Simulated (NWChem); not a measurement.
# BCNF2 (SMILES N#CB(F)F) at 3 levels

We compute a comparison of 3 runs (HF/3-21G, B3LYP/6-31G*, PBE/6-311+G**) of BCNF2. 

Program for the calculation: NWChem 7.3.0.

## (1) The molecule

The species is BCNF2 (5 atoms), meant as a singlet with charge 0. As SMILES, `N#CB(F)F`. The coordinates come from a PBE0-D4/def2-TZVP relaxation.

Bond lengths: N1–C2 1.150 Å, C2–B3 1.543 Å, B3–F4 1.306 Å, B3–F5 1.306 Å. Angles: N1–C2–B3 180.0°, C2–B3–F4 119.9°, C2–B3–F5 119.9°, F4–B3–F5 120.2°.

## (2) Energy and forces at HF/3-21G (run 1)

a.nw reads:

```
start a
title "CBF2N"
memory 2200 mb
charge 0

geometry noautosym nocenter noautoz
 N       -0.715100       1.789700       0.801000
 C       -0.319400       0.804800       0.359300
 B        0.212000      -0.517400      -0.233800
 F        1.451200      -0.872800      -0.026200
 F       -0.578700      -1.277900      -0.941900
end

basis spherical bse
 * library 3-21G
end

scf
 thresh 1e-08
 maxiter 80
end

task scf gradient
```

The run is started by

```
nwchem a.nw > a.out
```

The program printed:

```text
[...]
  functions       =    45
[...]
  wavefunction    = RHF
[...]
         Total SCF energy =   -314.296276639787
      One-electron energy =   -699.415980637791
      Two-electron energy =    251.185639475932
 Nuclear repulsion energy =    133.934064522072
        Time for solution =      0.6s
[...]
                         RHF ENERGY GRADIENTS
    atom               coordinates                        gradient
                 x          y          z           x          y          z
   1 N      -1.351343   3.382043   1.513671   -0.009145   0.022774   0.010209
   2 C      -0.603578   1.520851   0.678979    0.008053  -0.020068  -0.008991
   3 B       0.400622  -0.977744  -0.441818    0.013489  -0.033595  -0.015083
   4 F       2.742370  -1.649353  -0.049511   -0.027657   0.011157  -0.002751
   5 F      -1.093584  -2.414881  -1.779933    0.015260   0.019732   0.016615
[...]
```

It took 1.5 s on 1 thread of Intel Xeon 6975P-C (Granite Rapids), shared host; peak memory 0.097 GiB.

## (3) Energy and forces at B3LYP/6-31G(d) (Cartesian functions) (run 2)

cbf2n.nw reads:

```
echo
start cbf2n
title "CBF2N B3LYP"
memory 2200 mb
geometry noautosym nocenter noautoz
N       -0.715100       1.789700       0.801000
C       -0.319400       0.804800       0.359300
B        0.212000      -0.517400      -0.233800
F        1.451200      -0.872800      -0.026200
F       -0.578700      -1.277900      -0.941900
end
basis cartesian
* library 6-31G*
end
dft
xc b3lyp
grid xfine
convergence energy 1e-08
maxiter 100
mulliken
end
task dft gradient
```

The run is started by

```
nwchem cbf2n.nw > cbf2n.out
```

The program printed:

```text
[...]
          Wavefunction type:  closed shell.
          No. of atoms     :     5
          No. of electrons :    36
[...]
          Charge           :     0
          Spin multiplicity:     1
[...]
          AO basis - number of functions:    75
[...]
              XC Information
              --------------
                         B3LYP Method XC Potential
                     Hartree-Fock (Exact) Exchange  0.200
                        Slater Exchange Functional  0.800 local
                    Becke 1988 Exchange Functional  0.720 non-local
              Lee-Yang-Parr Correlation Functional  0.810
                  VWN I RPA Correlation Functional  0.190 local
[...]
 d= 0,ls=0.0,diis     1   -317.3506044480 -4.51D+02  2.18D-02  1.25D+00     1.2
[...]
 d= 0,ls=0.0,diis    10   -317.4973491349 -9.57D-09  1.38D-07  1.33D-10    10.1
         Total DFT energy =     -317.497349134875
      One electron energy =     -702.493304706187
           Coulomb energy =      288.395928007338
    Exchange-Corr. energy =      -37.334036958098
 Nuclear repulsion energy =      133.934064522072
[...]
  wavefunction    = closed shell
                         DFT ENERGY GRADIENTS
    atom               coordinates                        gradient
                 x          y          z           x          y          z
   1 N      -1.351343   3.382043   1.513671    0.010020  -0.024931  -0.011183
   2 C      -0.603578   1.520851   0.678979   -0.009567   0.023798   0.010678
   3 B       0.400622  -0.977744  -0.441818    0.002104  -0.005259  -0.002370
   4 F       2.742370  -1.649353  -0.049511   -0.007308   0.001989  -0.001285
   5 F      -1.093584  -2.414881  -1.779933    0.004752   0.004403   0.004160
[...]
```

Run time: 14 s. Hardware: 1 thread of Intel Xeon 6975P-C (Granite Rapids), shared host; peak memory 0.12 GiB.

## (4) Energy and gradient at PBE/6-311+G(d,p) (run 3)

cbf2n.nw reads:

```
START cbf2n
memory total 2200 mb
charge 0

GEOMETRY noautosym nocenter noautoz
  N     -0.715100     1.789700     0.801000
  C     -0.319400     0.804800     0.359300
  B      0.212000    -0.517400    -0.233800
  F      1.451200    -0.872800    -0.026200
  F     -0.578700    -1.277900    -0.941900
END

BASIS spherical bse
  * library 6-311+G**
END

DFT
  xc xpbe96 cpbe96
  mult 1
  grid fine
  convergence energy 1e-08
  maxiter 100
  mulliken
  noprint "final vectors analysis"
END

TASK dft gradient
```

The run is started by

```
nwchem cbf2n.nw > cbf2n.out
```

The program printed:

```text
[...]
          Wavefunction type:  closed shell.
          No. of atoms     :     5
          No. of electrons :    36
[...]
          Charge           :     0
          Spin multiplicity:     1
[...]
          AO basis - number of functions:   110
[...]
              XC Information
              --------------
          PerdewBurkeErnzerhof Exchange Functional  1.000
            Perdew 1991 LDA Correlation Functional  1.000 local
           PerdewBurkeErnz. Correlation Functional  1.000 non-local
[...]
 d= 0,ls=0.0,diis     1   -317.0923328914 -4.51D+02  1.69D-02  1.66D+00     1.5
[...]
 d= 0,ls=0.0,diis    11   -317.2566238599 -4.30D-09  2.51D-07  3.63D-09    12.0
         Total DFT energy =     -317.256623859899
      One electron energy =     -702.130987571331
           Coulomb energy =      287.918830354214
    Exchange-Corr. energy =      -36.978531164854
 Nuclear repulsion energy =      133.934064522072
[...]
  wavefunction    = closed shell
                         DFT ENERGY GRADIENTS
    atom               coordinates                        gradient
                 x          y          z           x          y          z
   1 N      -1.351343   3.382043   1.513671    0.013228  -0.032916  -0.014764
   2 C      -0.603578   1.520851   0.678979   -0.013039   0.032440   0.014553
   3 B       0.400622  -0.977744  -0.441818    0.005839  -0.014551  -0.006538
   4 F       2.742370  -1.649353  -0.049511   -0.016748   0.004769  -0.002823
   5 F      -1.093584  -2.414881  -1.779933    0.010720   0.010258   0.009572
[...]
```

Wall time 19 s (1 thread of Intel Xeon 6975P-C (Granite Rapids), shared host); peak memory 0.11 GiB.

## (5) Overview of the runs

```
run                               level  Cartesian functions  iteration cap  energy (Eh)  dipole moment (D)  HOMO energy (eV)  LUMO energy (eV)  wall time
  1                            HF/3-21G                   no             80  -314.296277               1.31            -14.01              1.94      1.5 s
  2  B3LYP/6-31G* (Cartesian functions)                  yes            100  -317.497349               1.88            -10.06             -2.11       14 s
  3                       PBE/6-311+G**                   no            100  -317.256624               1.83                 –                 –       19 s
```

## (6) What came out

| quantity | value |
| --- | --- |
| run 3: total energy | -317.25662 Eh |
| run 3: dipole moment | 1.83 D |
| run 3: largest force on an atom | 1.976 eV/Å |

**Reading.** The dipole moment (its size) runs from 1.31 D (HF/3-21G) to 1.88 D (B3LYP/6-31G*). The two ends differ in method and basis. Totals of different functionals can't be ranked against each other. All runs together took 34 s, the longest 19 s.
